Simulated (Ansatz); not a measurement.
**C₂H₅NOSi: functionals against CCSD(T) at one geometry**

A test off equilibrium: a structure displaced at random from a GFN2-xTB minimum is computed at several levels, and each is set against CCSD(T).

Program: Ansatz 0.2.0, Gaussian basis. Level of theory: single points in def2-TZVPP. These are calculated values, not measurements.

Cores are frozen in the correlated methods.

## Step 1: Starting geometry

SMILES `C[SiH2]N=C=O`, 10 atoms, charge 0, spin multiplicity 1.

Atoms are counted from 1 here; the program's logs count them from 0.

Bond lengths: C1–Si2 1.898 Å, C1–H6 1.045 Å, C1–H7 1.101 Å, C1–H8 1.077 Å, Si2–N3 1.726 Å, Si2–H9 1.486 Å, Si2–H10 1.446 Å, N3–C4 1.191 Å, C4–O5 1.161 Å. Angles: Si2–C1–H6 111.2°, Si2–C1–H7 109.4°, Si2–C1–H8 110.2°, H6–C1–H7 108.8°, H6–C1–H8 109.6°, H7–C1–H8 107.5°, C1–Si2–N3 105.6°, C1–Si2–H9 113.4°, C1–Si2–H10 111.2°, N3–Si2–H9 107.5°, N3–Si2–H10 107.2°, H9–Si2–H10 111.6°, Si2–N3–C4 157.4°, N3–C4–O5 174.7°.

Geometry (Å):

```xyz
10
C2H5NOSi
C    -1.5417   -0.3699    0.3434
Si    0.1191   -0.5374   -0.5603
N     1.1319    0.6943    0.1000
C     2.1290    1.3220    0.2734
O     3.0491    1.9850    0.5205
H    -1.9486    0.5834    0.2128
H    -1.3922   -0.5466    1.4197
H    -2.2357   -1.1117   -0.0135
H     0.7897   -1.8422   -0.3237
H    -0.0244   -0.2621   -1.9729
```

## Step 2: CCSD(T)/def2-TZVPP

Contents of run/in.yaml:

```yaml
crystal:
  periodic: [false, false, false]
  atoms:
    - {symbol: C, position_ang: [-1.541700, -0.369900, 0.343400]}
    - {symbol: Si, position_ang: [0.119100, -0.537400, -0.560300]}
    - {symbol: N, position_ang: [1.131900, 0.694300, 0.100000]}
    - {symbol: C, position_ang: [2.129000, 1.322000, 0.273400]}
    - {symbol: O, position_ang: [3.049100, 1.985000, 0.520500]}
    - {symbol: H, position_ang: [-1.948600, 0.583400, 0.212800]}
    - {symbol: H, position_ang: [-1.392200, -0.546600, 1.419700]}
    - {symbol: H, position_ang: [-2.235700, -1.111700, -0.013500]}
    - {symbol: H, position_ang: [0.789700, -1.842200, -0.323700]}
    - {symbol: H, position_ang: [-0.024400, -0.262100, -1.972900]}
basis:
  gaussian: {orbitals: def2-TZVPP}
correlation: {method: ccsd_t}
```

Launch:

```sh
$ ansatz run in.yaml --threads 8 --pin off --events-out ev --progress --plain --max-ram 10444MiB
```

Output:

```text
Functional definition: HF
  name "HF"
  cite "Fock, Z. Phys. 61, 126 (1930) doi:10.1007/BF01340294"
  parent pbe
  exchange = exact_x
  correlation = 0
1403 factors; integrals over basis functions are off by at most 1.1e-3 eV
mean field evaluation 1: about -13521.1856 eV, gradient 4.3e1 eV
mean field evaluation 2: about -13521.4739 eV, gradient 4.4e1 eV
mean field evaluation 4: about -13525.3904 eV, gradient 4.3e0 eV
mean field evaluation 8: about -13525.4537 eV, gradient 3.1e-1 eV
mean field evaluation 16: about -13521.1847 eV, gradient 4.3e1 eV
mean field -13525.45405823 eV, -497.0512687578 hartree, gradient 4.1e-6 eV, S^2 0.000000; 0 other end points of the search recorded, 0 dependent functions left out
9 core orbitals not correlated: weight in the atoms' cores, before any rotation towards them, 1.000 or more for the frozen orbitals, at most 0.000 for the correlated occupied ones
reference -13525.45405823 eV, -497.0512687578 hartree; 14, 14 occupied and 213, 213 virtual orbitals, 1403 factors
second order -23.52094273 eV of doubles, -0.00000000 eV of singles
cycle   1  -23.39304415 eV  change    1.3e-1 eV  update   1.3e-1
cycle   2  -24.05340069 eV  change   -6.6e-1 eV  update   4.2e-2
cycle   3  -24.22215738 eV  change   -1.7e-1 eV  update   1.9e-2
cycle   4  -24.20777278 eV  change    1.4e-2 eV  update   4.1e-3
cycle   5  -24.20560813 eV  change    2.2e-3 eV  update   1.7e-3
cycle   6  -24.20625499 eV  change   -6.5e-4 eV  update   5.2e-4
cycle   7  -24.20600126 eV  change    2.5e-4 eV  update   1.4e-4
cycle   8  -24.20596288 eV  change    3.8e-5 eV  update   3.9e-5
cycle   9  -24.20597701 eV  change   -1.4e-5 eV  update   1.3e-5
perturbative correction -1.08425348 eV, -0.0398455804 hartree
Total energy: -13550.74428872 eV, -497.9806675859 hartree
```

It took 81 s on 8 threads of Arm Neoverse N1, shared host; peak memory 4.4 GiB.

## Step 3: PBE0-D4/def2-TZVPP

Changes to run/in.yaml since step 2:

```diff
@@ -15,2 +15,3 @@
   gaussian: {orbitals: def2-TZVPP}
-correlation: {method: ccsd_t}
+hamiltonian: {xc: pbe0, dispersion: d4}
+output: {forces: true, orbitals: {seedname: orbitals}}
```

Launch:

```sh
$ ansatz run in.yaml --threads 8 --pin off --events-out ev --progress --plain --max-ram 10444MiB
```

Output, shortened:

```text
Functional definition: PBE0
  name "PBE0"
  cite "Adamo & Barone, J. Chem. Phys. 110, 6158 (1999) doi:10.1063/1.478522"
  cite "Perdew, Burke & Ernzerhof, Phys. Rev. Lett. 77, 3865 (1996) doi:10.1103/PhysRevLett.77.3865"
[... 1 set-up line as earlier in the session ...]
[...]
1252 factors; their error is unknown
[...]
mean field -13564.15110648 eV, -498.4733590513 hartree, gradient 2.5e-5 eV, S^2 0.000000; 0 other end points of the search recorded, 0 dependent functions left out
[...]
reference -13564.15113826 eV, -498.4733602190 hartree; 23, 23 occupied and 213, 213 virtual orbitals, 1252 factors
Total energy: -13564.31019825 eV, -498.4792055661 hartree
Atom 0 at    -1.541700    -0.369900     0.343400 Å, force     1.618403    -1.632600     0.368727 eV/Å
Atom 1 at     0.119100    -0.537400    -0.560300 Å, force    -0.456862     0.388389     1.243138 eV/Å
Atom 2 at     1.131900     0.694300     0.100000 Å, force    -0.168573    -0.377197    -0.294001 eV/Å
Atom 3 at     2.129000     1.322000     0.273400 Å, force    -0.313908     0.049926     0.273556 eV/Å
Atom 4 at     3.049100     1.985000     0.520500 Å, force     0.546031     0.240804    -0.049999 eV/Å
Atom 5 at    -1.948600     0.583400     0.212800 Å, force    -0.640352     1.590787    -0.274188 eV/Å
Atom 6 at    -1.392200    -0.546600     1.419700 Å, force    -0.010674     0.071647    -0.284299 eV/Å
Atom 7 at    -2.235700    -1.111700    -0.013500 Å, force    -0.396966    -0.327549    -0.190673 eV/Å
Atom 8 at     0.789700    -1.842200    -0.323700 Å, force    -0.114950    -0.011473    -0.055809 eV/Å
Atom 9 at    -0.024400    -0.262100    -1.972900 Å, force    -0.062148     0.007266    -0.736450 eV/Å
Dipole moment:    -0.443030    -0.319256    -0.099423 e Å
```

It took 3.1 s on 8 threads of Arm Neoverse N1, shared host; peak memory 0.61 GiB.

## Step 4: wB97M-V/def2-TZVPP

Changes to run/in.yaml since step 3:

```diff
@@ -15,3 +15,3 @@
   gaussian: {orbitals: def2-TZVPP}
-hamiltonian: {xc: pbe0, dispersion: d4}
-output: {forces: true, orbitals: {seedname: orbitals}}
+hamiltonian: {xc: {name: wB97M-V}}
+output: {forces: true}
```

Launch:

```sh
$ ansatz run in.yaml --threads 8 --pin off --events-out ev --progress --plain --max-ram 10444MiB
```

Output, shortened:

```text
Functional definition: wB97M-V
  name "wB97M-V"
  cite "Mardirossian & Head-Gordon, J. Chem. Phys. 144, 214110 (2016) doi:10.1063/1.4952647"
  cite "Becke, J. Chem. Phys. 107, 8554 (1997) doi:10.1063/1.475007"
  cite "Vydrov & Van Voorhis, J. Chem. Phys. 133, 244103 (2010) doi:10.1063/1.3521275"
  # Of w^i u^j: cxij and so on, Table III.
[...]
  gx(w, u) = 1 - cx + cx01*u + cx10*w
  gss(w, u) = css00 + css04*u^4 + css10*w + css20*w^2 + css43*w^4*u^3
  gos(w, u) = cos00 + cos10*w + (cos20 + cos21*u)*w^2 + (cos60 + cos61*u)*w^6
[...]
      + integral(e_c_pw_mod_opposite_spin*gos(b97_w_opposite, b97_u_opposite)) + vv10(b, c)
1252 factors; their error is unknown
292 factors; integrals over basis functions are off by at most 1.0e-5 eV
[...]
Atom 0 at    -1.541700    -0.369900     0.343400 Å, force     1.611650    -1.621203     0.358089 eV/Å
Atom 1 at     0.119100    -0.537400    -0.560300 Å, force    -0.508343     0.181544     1.061896 eV/Å
Atom 2 at     1.131900     0.694300     0.100000 Å, force    -0.170501    -0.323167    -0.246789 eV/Å
Atom 3 at     2.129000     1.322000     0.273400 Å, force    -0.329116     0.043799     0.273655 eV/Å
Atom 4 at     3.049100     1.985000     0.520500 Å, force     0.633994     0.294323    -0.035208 eV/Å
Atom 5 at    -1.948600     0.583400     0.212800 Å, force    -0.613421     1.523686    -0.262927 eV/Å
Atom 6 at    -1.392200    -0.546600     1.419700 Å, force    -0.018020     0.080922    -0.331207 eV/Å
Atom 7 at    -2.235700    -1.111700    -0.013500 Å, force    -0.363449    -0.285173    -0.168037 eV/Å
Atom 8 at     0.789700    -1.842200    -0.323700 Å, force    -0.194847     0.135602    -0.083054 eV/Å
Atom 9 at    -0.024400    -0.262100    -1.972900 Å, force    -0.047949    -0.030331    -0.566417 eV/Å
Dipole moment:    -0.430035    -0.313703    -0.101901 e Å
```

Wall time 7.5 s (8 threads of Arm Neoverse N1, shared host); peak memory 0.8 GiB.

## Step 5: r2SCAN-D4/def2-TZVPP

Changes to run/in.yaml since step 4:

```diff
@@ -15,3 +15,3 @@
   gaussian: {orbitals: def2-TZVPP}
-hamiltonian: {xc: {name: wB97M-V}}
+hamiltonian: {xc: r2scan, dispersion: d4}
 output: {forces: true}
```

Launch:

```sh
$ ansatz run in.yaml --threads 8 --pin off --events-out ev --progress --plain --max-ram 10444MiB
```

Output, shortened:

```text
Functional definition: r2SCAN
  name "r2SCAN"
  cite "Furness, Kaplan, Ning, Perdew & Sun, J. Phys. Chem. Lett. 11, 8208 (2020) doi:10.1021/acs.jpclett.0c02405"
  cite "Furness, Kaplan, Ning, Perdew & Sun, J. Phys. Chem. Lett. 11, 9248 (2020) doi:10.1021/acs.jpclett.0c03077"
  parent r2scan
[...]
1249 factors; their error is unknown
[...]
mean field -13570.27980568 eV, -498.6985845928 hartree, gradient 1.9e-5 eV, S^2 0.000000; 0 other end points of the search recorded, 0 dependent functions left out
[...]
reference -13570.27981780 eV, -498.6985850381 hartree; 23, 23 occupied and 213, 213 virtual orbitals, 1249 factors
Total energy: -13570.32727411 eV, -498.7003290254 hartree
Atom 0 at    -1.541700    -0.369900     0.343400 Å, force     1.613406    -1.629009     0.344578 eV/Å
Atom 1 at     0.119100    -0.537400    -0.560300 Å, force    -0.416372     0.393883     1.221766 eV/Å
Atom 2 at     1.131900     0.694300     0.100000 Å, force    -0.523667    -0.567547    -0.324993 eV/Å
Atom 3 at     2.129000     1.322000     0.273400 Å, force    -0.334610    -0.044100     0.191262 eV/Å
Atom 4 at     3.049100     1.985000     0.520500 Å, force     0.920147     0.531733     0.070307 eV/Å
Atom 5 at    -1.948600     0.583400     0.212800 Å, force    -0.638655     1.570541    -0.266857 eV/Å
Atom 6 at    -1.392200    -0.546600     1.419700 Å, force    -0.017934     0.071895    -0.279213 eV/Å
Atom 7 at    -2.235700    -1.111700    -0.013500 Å, force    -0.402960    -0.318476    -0.178193 eV/Å
Atom 8 at     0.789700    -1.842200    -0.323700 Å, force    -0.131942    -0.002117    -0.063733 eV/Å
Atom 9 at    -0.024400    -0.262100    -1.972900 Å, force    -0.067414    -0.006804    -0.714923 eV/Å
Dipole moment:    -0.435937    -0.305127    -0.090373 e Å
```

Run time: 3.5 s. Hardware: 8 threads of Arm Neoverse N1, shared host; peak memory 0.33 GiB.

## Step 6: PBE-D4/def2-TZVPP

Changes to run/in.yaml since step 5:

```diff
@@ -15,3 +15,3 @@
   gaussian: {orbitals: def2-TZVPP}
-hamiltonian: {xc: r2scan, dispersion: d4}
+hamiltonian: {xc: pbe, dispersion: d4}
 output: {forces: true}
```

Launch:

```sh
$ ansatz run in.yaml --threads 8 --pin off --events-out ev --progress --plain --max-ram 10444MiB
```

Output, shortened:

```text
Functional definition: PBE
  name "PBE"
[... 2 set-up lines as earlier in the session ...]
[...]
1249 factors; their error is unknown
[...]
mean field -13563.21715210 eV, -498.4390368608 hartree, gradient 5.2e-5 eV, S^2 0.000000; 0 other end points of the search recorded, 0 dependent functions left out
[...]
reference -13563.21719496 eV, -498.4390384361 hartree; 23, 23 occupied and 213, 213 virtual orbitals, 1249 factors
Total energy: -13563.40574847 eV, -498.4459676496 hartree
Atom 0 at    -1.541700    -0.369900     0.343400 Å, force     1.608821    -1.604769     0.347261 eV/Å
Atom 1 at     0.119100    -0.537400    -0.560300 Å, force    -0.472638     0.293053     1.166208 eV/Å
Atom 2 at     1.131900     0.694300     0.100000 Å, force    -1.040362    -0.828883    -0.363689 eV/Å
Atom 3 at     2.129000     1.322000     0.273400 Å, force    -0.404533    -0.139377     0.116689 eV/Å
Atom 4 at     3.049100     1.985000     0.520500 Å, force     1.679351     1.078590     0.276892 eV/Å
Atom 5 at    -1.948600     0.583400     0.212800 Å, force    -0.725324     1.782310    -0.298989 eV/Å
Atom 6 at    -1.392200    -0.546600     1.419700 Å, force     0.016982     0.031339    -0.057600 eV/Å
Atom 7 at    -2.235700    -1.111700    -0.013500 Å, force    -0.542128    -0.483918    -0.261392 eV/Å
Atom 8 at     0.789700    -1.842200    -0.323700 Å, force    -0.036925    -0.166772    -0.029877 eV/Å
Atom 9 at    -0.024400    -0.262100    -1.972900 Å, force    -0.083243     0.038428    -0.895504 eV/Å
Dipole moment:    -0.431148    -0.299490    -0.086379 e Å
```

Wall time 1.9 s (8 threads of Arm Neoverse N1, shared host); peak memory 0.3 GiB.

## Step 7: wB97X-V/def2-TZVPP

Changes to run/in.yaml since step 6:

```diff
@@ -15,3 +15,3 @@
   gaussian: {orbitals: def2-TZVPP}
-hamiltonian: {xc: pbe, dispersion: d4}
+hamiltonian: {xc: {name: wB97X-V}}
 output: {forces: true}
```

Launch:

```sh
$ ansatz run in.yaml --threads 8 --pin off --events-out ev --progress --plain --max-ram 10444MiB
```

Output, shortened:

```text
Functional definition: wB97X-V
  name "wB97X-V"
  cite "Mardirossian & Head-Gordon, Phys. Chem. Chem. Phys. 16, 9904 (2014) doi:10.1039/C3CP54374A"
[... 2 set-up lines as earlier in the session ...]
[...]
      + integral(e_c_pw_opposite_spin*poly(b97_u_opposite, cos0, cos1)) + vv10(b, c)
1252 factors; their error is unknown
292 factors; integrals over basis functions are off by at most 1.0e-5 eV
[...]
mean field -13570.91284683 eV, -498.7218484259 hartree, gradient 1.7e-5 eV, S^2 0.000000; 0 other end points of the search recorded, 0 dependent functions left out
[...]
reference -13570.91284477 eV, -498.7218483502 hartree; 23, 23 occupied and 213, 213 virtual orbitals, 1252 factors
Total energy: -13570.91284477 eV, -498.7218483502 hartree
Atom 0 at    -1.541700    -0.369900     0.343400 Å, force     1.653380    -1.659725     0.354942 eV/Å
Atom 1 at     0.119100    -0.537400    -0.560300 Å, force    -0.504565     0.245529     1.134365 eV/Å
Atom 2 at     1.131900     0.694300     0.100000 Å, force    -0.219691    -0.359266    -0.261585 eV/Å
Atom 3 at     2.129000     1.322000     0.273400 Å, force    -0.350234     0.037011     0.276181 eV/Å
Atom 4 at     3.049100     1.985000     0.520500 Å, force     0.744296     0.368008    -0.012154 eV/Å
Atom 5 at    -1.948600     0.583400     0.212800 Å, force    -0.670953     1.644622    -0.277131 eV/Å
Atom 6 at    -1.392200    -0.546600     1.419700 Å, force    -0.011237     0.068899    -0.237686 eV/Å
Atom 7 at    -2.235700    -1.111700    -0.013500 Å, force    -0.443623    -0.357852    -0.202108 eV/Å
Atom 8 at     0.789700    -1.842200    -0.323700 Å, force    -0.136118     0.018144    -0.063977 eV/Å
Atom 9 at    -0.024400    -0.262100    -1.972900 Å, force    -0.061256    -0.005369    -0.710846 eV/Å
Dipole moment:    -0.433898    -0.319433    -0.104680 e Å
```

It took 7 s on 8 threads of Arm Neoverse N1, shared host; peak memory 0.77 GiB.

## Step 8: SPW92/def2-TZVPP

Changes to run/in.yaml since step 7:

```diff
@@ -15,3 +15,3 @@
   gaussian: {orbitals: def2-TZVPP}
-hamiltonian: {xc: {name: wB97X-V}}
+hamiltonian: {xc: lda}
 output: {forces: true}
```

Launch:

```sh
$ ansatz run in.yaml --threads 8 --pin off --events-out ev --progress --plain --max-ram 10444MiB
```

Output, shortened:

```text
Functional definition: SPW92
  name "SPW92"
  cite "Dirac, Proc. Camb. Phil. Soc. 26, 376 (1930) doi:10.1017/S0305004100016108"
  cite "Slater, Phys. Rev. 81, 385 (1951) doi:10.1103/PhysRev.81.385"
  cite "Perdew & Wang, Phys. Rev. B 45, 13244 (1992) doi:10.1103/PhysRevB.45.13244"
[...]
1249 factors; their error is unknown
[...]
mean field -13495.72596000 eV, -495.9587812983 hartree, gradient 6.3e-5 eV, S^2 0.000000; 0 other end points of the search recorded, 0 dependent functions left out
[...]
reference -13495.72599963 eV, -495.9587827549 hartree; 23, 23 occupied and 213, 213 virtual orbitals, 1249 factors
Total energy: -13495.72599963 eV, -495.9587827549 hartree
Atom 0 at    -1.541700    -0.369900     0.343400 Å, force     1.998948    -1.638524     0.158671 eV/Å
Atom 1 at     0.119100    -0.537400    -0.560300 Å, force    -0.601613     0.596131     1.503481 eV/Å
Atom 2 at     1.131900     0.694300     0.100000 Å, force    -0.692109    -0.790529    -0.449804 eV/Å
Atom 3 at     2.129000     1.322000     0.273400 Å, force    -0.320205     0.010339     0.224187 eV/Å
Atom 4 at     3.049100     1.985000     0.520500 Å, force     0.978421     0.564511     0.081317 eV/Å
Atom 5 at    -1.948600     0.583400     0.212800 Å, force    -0.739300     1.862204    -0.320122 eV/Å
Atom 6 at    -1.392200    -0.546600     1.419700 Å, force     0.044616     0.019466    -0.006574 eV/Å
Atom 7 at    -2.235700    -1.111700    -0.013500 Å, force    -0.566391    -0.534273    -0.293188 eV/Å
Atom 8 at     0.789700    -1.842200    -0.323700 Å, force    -0.024928    -0.152357    -0.012691 eV/Å
Atom 9 at    -0.024400    -0.262100    -1.972900 Å, force    -0.077439     0.063031    -0.885277 eV/Å
Dipole moment:    -0.443122    -0.314945    -0.091506 e Å
```

It took 1.4 s on 8 threads of Arm Neoverse N1, shared host; peak memory 0.3 GiB.

## Step 9: Comparison

```csv
method,RMS force component (eV/Å),dipole (D)
PBE0-D4,0.635,2.67
wB97M-V,0.610,2.60
r2SCAN-D4,0.659,2.59
PBE-D4,0.782,2.56
wB97X-V,0.647,2.64
SPW92,0.776,2.65
```

Energy less the free neutral atoms in their ground states at the same level (atoms from separate runs):

Differences are taken before rounding.

```csv
method,rung,energy less atoms (kJ/mol),from CCSD(T) (kJ/mol)
SPW92,LDA,-4673.4,-737.3
PBE-D4,GGA,-4177.8,-241.7
r2SCAN-D4,meta-GGA,-4079.9,-143.8
PBE0-D4,hybrid,-4073.1,-137.1
wB97X-V,range-separated hybrid,-4080.1,-144.0
wB97M-V,range-separated hybrid,-4077.5,-141.4
Hartree-Fock,wavefunction,-2882.9,+1053.1
MP2,wavefunction,-4037.1,-101.0
CCSD,wavefunction,-3862.1,+74.0
CCSD(T),wavefunction,-3936.1,0
```

Times, from a shared host:

```csv
method,time
CCSD(T),81 s
PBE0-D4,3.1 s
wB97M-V,7.5 s
r2SCAN-D4,3.5 s
PBE-D4,1.9 s
wB97X-V,7 s
SPW92,1.4 s
```

## Step 10: Outcome

```
                                  quantity                                 value
energy less free atoms, CCSD(T)/def2-TZVPP                        -3936.1 kJ/mol
                       RMS force component  0.610 to 0.782 eV/Å over the methods
                    HOMO and LUMO, PBE0-D4                     -8.47 and 0.34 eV
                             T1 diagnostic                                 0.014
```

Against CCSD(T) the functionals' energies less atoms differ by -737.3 to -137.1 kJ/mol, PBE-D4 by -241.7 kJ/mol. CCSD(T) in triple zeta still lacks some correlation energy of the bonds, so part of these gaps is its own basis error and they don't rank the functionals. No sound CCSD(T) forces are at hand. Among the functionals the RMS force differs by up to 28 %.
